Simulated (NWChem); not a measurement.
# PBE0/6-31++G(d,p) (spherical functions) run of BClF2 (SMILES FB(F)Cl)

We compute a geometry optimisation of BClF2. 

The calculation is run with NWChem 7.3.0.

## Step 1: The structure to begin with

BClF2: 4 atoms, total charge 0, spin state singlet. SMILES: `FB(F)Cl`. The shape is that of a PBE0-D4/def2-TZVP optimisation. The run starts from this shape.

Bond lengths: F1–B2 1.310 Å, B2–F3 1.310 Å, B2–Cl4 1.740 Å. Angles: F1–B2–F3 119.0°, F1–B2–Cl4 120.5°, F3–B2–Cl4 120.5°.

## Step 2: A structure relaxation at PBE0/6-31++G(d,p) (spherical functions)

The input, bclf2.nw:

```
echo
start bclf2
title "BClF2 optimise"
memory 2200 mb

geometry
   F       -0.173700      -1.254300      -0.546300
   B       -0.067100      -0.041300      -0.062000
   F       -1.011600       0.830100      -0.317700
   Cl       1.307900       0.405300       0.905700
end

basis spherical bse
   * library 6-31++G**
end

dft
   xc pbe0
   grid fine
   convergence energy 1e-08
   iterations 100
   mulliken
   noprint "final vectors analysis"
end

driver
   tight
   maxiter 40
end

task dft optimize
task dft frequencies
```

Started as:

```bash
$ nwchem bclf2.nw > bclf2.out
```

Standard output:

```text
[...]
 Group name             C2v
[...]
          Wavefunction type:  closed shell.
          No. of atoms     :     4
          No. of electrons :    40
[...]
          Charge           :     0
          Spin multiplicity:     1
[...]
          AO basis - number of functions:    76
[...]
              XC Information
              --------------
                         PBE0 Method XC Functional
                     Hartree-Fock (Exact) Exchange  0.250
          PerdewBurkeErnzerhof Exchange Functional  0.750
            Perdew 1991 LDA Correlation Functional  1.000 local
           PerdewBurkeErnz. Correlation Functional  1.000 non-local
[...]
 d= 0,ls=0.0,diis     1   -684.4179899467 -8.27D+02  1.71D-02  8.29D-01     0.8
[...]
         Total DFT energy =     -684.511820363535
[...]
  wavefunction    = closed shell
[...]
@    0    -684.51182036  0.0D+00  0.00718  0.00295  0.00000  0.00000      6.9
[...]
         Total DFT energy =     -684.511916858562
[...]
@    1    -684.51191834 -9.8D-05  0.00021  0.00010  0.00567  0.01360     14.7
[...]
@    3    -684.51191893 -1.1D-07  0.00005  0.00002  0.00020  0.00050     23.8
[...]
         Total DFT energy =   -684.511918933513
[...]
@    4    -684.51191893 -7.8D-09  0.00001  0.00000  0.00004  0.00012     28.1
[...]
         Total DFT energy =     -684.511918933979
[...]
         Total DFT energy =   -684.511918933979
[...]
                         DFT ENERGY GRADIENTS
    atom               coordinates                        gradient
                 x          y          z           x          y          z
   1 F       0.000000  -2.146409  -2.091117    0.000000   0.000001  -0.000001
   2 B       0.000000   0.000000  -0.829281    0.000000   0.000000  -0.000001
   3 F       0.000000   2.146409  -2.091117    0.000000  -0.000001  -0.000001
   4 Cl      0.000000   0.000000   2.458892    0.000000   0.000000   0.000002
[...]
@    5    -684.51191893 -4.7D-10  0.00000  0.00000  0.00001  0.00003     32.2
[...]
      Optimization converged
[...]
@    5    -684.51191893 -4.7D-10  0.00000  0.00000  0.00001  0.00003     32.2
[...]
 d= 0,ls=0.0,diis     2   -684.5119192077  4.43D-12  9.47D-08  7.82D-11    34.2
         Total DFT energy =     -684.511919207686
      One electron energy =    -1228.532105350944
           Coulomb energy =      455.265848114319
    Exchange-Corr. energy =      -52.935954088776
 Nuclear repulsion energy =      141.690292117715
[...]
      Total Density - Mulliken Population Analysis
     ---------------------------------------------
    Atom       Charge   Shell Charges
 -----------   ------   -------------------------------------------------------
    1 F    9     9.32   2.00  0.94  3.32  1.00  1.88  0.01  0.16  0.01
    2 B    5     4.31   2.00  0.52  1.34  0.09  0.12  0.03  0.02  0.19
    3 F    9     9.32   2.00  0.94  3.32  1.00  1.88  0.01  0.16  0.01
    4 Cl  17    17.06   2.00  2.00  5.97  1.39  3.66  0.56  1.45 -0.04  0.04  0.02
[...]
```

Run time: 1.7 min. Hardware: 1 thread of Intel Xeon Platinum 8488C (Sapphire Rapids), shared host; peak memory 0.16 GiB.

Step by step:

| step | energy from the first frame kept (eV) |
| --- | --- |
| 0 | 0.0000 |
| 1 | -0.0027 |
| 2 | -0.0027 |
| 3 | -0.0027 |
| 4 | -0.0027 |
| 5 | -0.0027 |

After the run. Bond lengths: F1–B2 1.318 Å, B2–F3 1.318 Å, B2–Cl4 1.740 Å. Angles: F1–B2–F3 119.1°, F1–B2–Cl4 120.5°, F3–B2–Cl4 120.5°.

## Step 3: Outcome

Level: PBE0/6-31++G** (spherical functions).

```
                                                 quantity             value
                                  total energy at the end     -684.51192 Eh
                                            dipole moment            0.23 D
                               lowest harmonic wavenumber          342 cm⁻¹
                              highest harmonic wavenumber         1432 cm⁻¹
                                        zero-point energy       28.3 kJ/mol
ideal-gas entropy at 298.15 K (symmetry number 2 as used)  65.8 cal/(mol K)
```

What this shows: At the final geometry: Bond lengths: F1–B2 1.318 Å, B2–F3 1.318 Å, B2–Cl4 1.740 Å. Angles: F1–B2–F3 119.1°, F1–B2–Cl4 120.5°, F3–B2–Cl4 120.5°. All 6 modes are real, so the shape is a minimum at this level. The optimisation took 6 steps and changed the energy by -0.003 eV. Mulliken charges run from -0.32 on F1 to +0.69 on B2; in a basis this large or diffuse they mean little.
